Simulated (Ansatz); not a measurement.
# Sn5C: the cost of one run

Program: Ansatz 0.2.0. Level of theory: DFT PBE, scalar-relativistic, plane waves, PAW. These are calculated values, not measurements.

### 1 Starting point

It takes space group F-43m (No. 216, cubic). The conventional cell has a = 8.412 Å, b = 8.412 Å, c = 8.412 Å, α = 90.00°, β = 90.00°, γ = 90.00°. Sn (site symmetry 3m) has 9 Sn at 2.97 to 3.49 Å and 3 C at 3.49 Å as nearest neighbours. Sn (site symmetry -43m) has 12 Sn at 3.49 Å and 4 C at 3.64 Å as nearest neighbours. C (site symmetry -43m) has 16 Sn at 3.49 to 3.64 Å as nearest neighbours.

Coordinates:

```xyz
6
Lattice="0.0000 4.2059 4.2059 4.2059 0.0000 4.2059 4.2059 4.2059 0.0000" Properties=species:S:1:pos:R:3 pbc="T T T"
Sn    5.2574    3.1544    3.1544
Sn    5.2574    5.2574    5.2574
Sn    3.1544    5.2574    3.1544
Sn    3.1544    3.1544    5.2574
Sn    2.1030    2.1030    2.1030
C     0.0000    0.0000    0.0000
```

The cell is invented: species swapped into a database cell of ErCu5 (F-43m, No. 216), with C on the Er sites and Sn on the Cu sites. Its size is a rough estimate.

### 2 Probe: one point on a coarse mesh

The input, input.yaml:

```yaml
crystal:
  lattice:
    - [0.0, 4.20592898, 4.20592898]
    - [4.20592898, 0.0, 4.20592898]
    - [4.20592898, 4.20592898, 0.0]
  atoms:
    - { symbol: Sn, position: [0.125, 0.625, 0.625] }
    - { symbol: Sn, position: [0.625, 0.625, 0.625] }
    - { symbol: Sn, position: [0.625, 0.125, 0.625] }
    - { symbol: Sn, position: [0.625, 0.625, 0.125] }
    - { symbol: Sn, position: [0.25, 0.25, 0.25] }
    - { symbol: C, position: [0.0, 0.0, 0.0] }
basis:
  ecutwfc: 420
kpoints:
  mp_grid: { grid: [4, 4, 4] }
hamiltonian:
  xc: pbe
scf:
  occupations: { method: gaussian, width: 0.1 }
  lower_state_search: "off"
output:
  forces: true
  stress: true
  eigenvalues: true
```

The run is started by

```bash
ansatz run input.yaml --threads 1 --pin off --max-ram 2560MiB --backend cpu --events-out ev --progress --plain --runs-dir out
```

**Question.** How long does this run take on 1 thread of Arm Neoverse V1, shared host, and how much memory does it need?

About 4.5 s, with a peak of 0.34 GiB.
